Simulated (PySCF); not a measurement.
# The bond of ZrH+, level by level

Aim: find the lowest electronic state of ZrH+, scan its bond at several levels of theory, and get bond length, wavenumber and dissociation energy from each curve.

The runs use PySCF 2.14.0; Zr def2-TZVPPD with ECP28, H def2-TZVPPD, scalar-relativistic core potentials.

## (1) Input

A driver script around PySCF takes these settings:

| Quantity | Value |
| --- | --- |
| atoms | Zr, H |
| charge | 1 |
| basis | Zr def2-TZVPPD with ECP28, H def2-TZVPPD |
| Hamiltonian | scalar-relativistic core potentials |
| basis functions | 73 |
| electrons treated | 12 |
| masses in u | 89.9047, 1.0078 |
| levels | PBE0, PBE, r²SCAN, BLYP, BP86, MN15, B3LYP, M06-2X, ωB97X, HF, MP2, SCS-MP2, CCSD, CCSD(T) |
| grid | 80 radial by 434 angular points |
| occupations | held fixed by the projection of orbital angular momentum |
| dissociation limit | Zr+ + H, each in its ground configuration |
| starting distance in angstrom | 1.825 |
| values of 2S to try | 0, 2, 4, 6 |

Run with:

```console
$ OMP_NUM_THREADS=1 python dia.py task.json out
```

Further steps of the session: PBE0 along the bond; Excited determinants; PBE (GGA); r²SCAN (meta-GGA); BLYP (GGA); BP86; MN15 (hybrid meta-GGA); B3LYP; M06-2X (hybrid meta-GGA); ωB97X (range-separated hybrid); UHF (mean field); Adding correlation.

Q: Predict the outcome of this session. Wanted: for each run, Re; ωe; De; μ.

The runs gave:

Lowest PBE0 solution found, without spin–orbit coupling: ³Δ (triplet), unpaired electrons σ ↑, δ ↑. State 2 has its PBE0 minimum 0.05 eV higher. State 3 has its PBE0 minimum 0.29 eV higher, as a spin-mixed determinant (⟨S²⟩ = 1.00), so this is no gap between pure states. State 4 has its PBE0 minimum 0.36 eV higher. The other levels ran on the lowest alone.

```
      level  Re (Å)  ωe (cm⁻¹)  De (eV)  μ (D)
        UHF   1.828       1710     1.46  -3.70
    UHF-MP2   1.781       1849     2.41    n/a
UHF-SCS-MP2   1.787       1840     2.57    n/a
   UHF-CCSD   1.805       1747     2.56    n/a
UHF-CCSD(T)   1.806       1738     2.61    n/a
        PBE   1.808       1739     2.67  -2.42
       BLYP   1.813       1729     2.78  -2.40
       BP86   1.808       1742     2.82  -2.41
     r²SCAN   1.804       1773     2.57  -2.71
      B3LYP   1.805       1760     2.72  -2.67
       PBE0   1.801       1768     2.53  -2.76
       MN15   1.786       1826     2.89  -2.95
     M06-2X   1.806       1765     2.73  -2.81
      ωB97X   1.807       1766     2.76  -3.35
```

De is counted to Zr+ + H in their ground configurations. A positive dipole points from Zr to H; in an ion it is taken about the centre of mass and does not tell which atom is negative.

Differences from CCSD(T) in the same basis:

```
      level  Re (mÅ)  ωe (%)
        UHF      +22    -1.6
    UHF-MP2      -24    +6.4
UHF-SCS-MP2      -19    +5.9
   UHF-CCSD       -1    +0.5
        PBE       +3     0.0
       BLYP       +8    -0.5
       BP86       +3    +0.2
     r²SCAN       -2    +2.0
      B3LYP       -1    +1.3
       PBE0       -4    +1.7
       MN15      -19    +5.0
     M06-2X       +1    +1.6
      ωB97X       +1    +1.6
```

What this shows: Judged by CCSD(T) in the same basis: best bond length UHF-CCSD and B3LYP and M06-2X (1 mÅ off), worst UHF-MP2 (-24 mÅ); best wavenumber PBE (0.0 %), worst UHF-MP2 (+6.4 %). Among the levels with a De in the table, it runs from 1.46 eV (UHF) to 2.89 eV (MN15).

The state is the lowest single determinant that the PBE0 search found; with open d or f shells the true ground state can be another one. Spin–orbit coupling is left out.
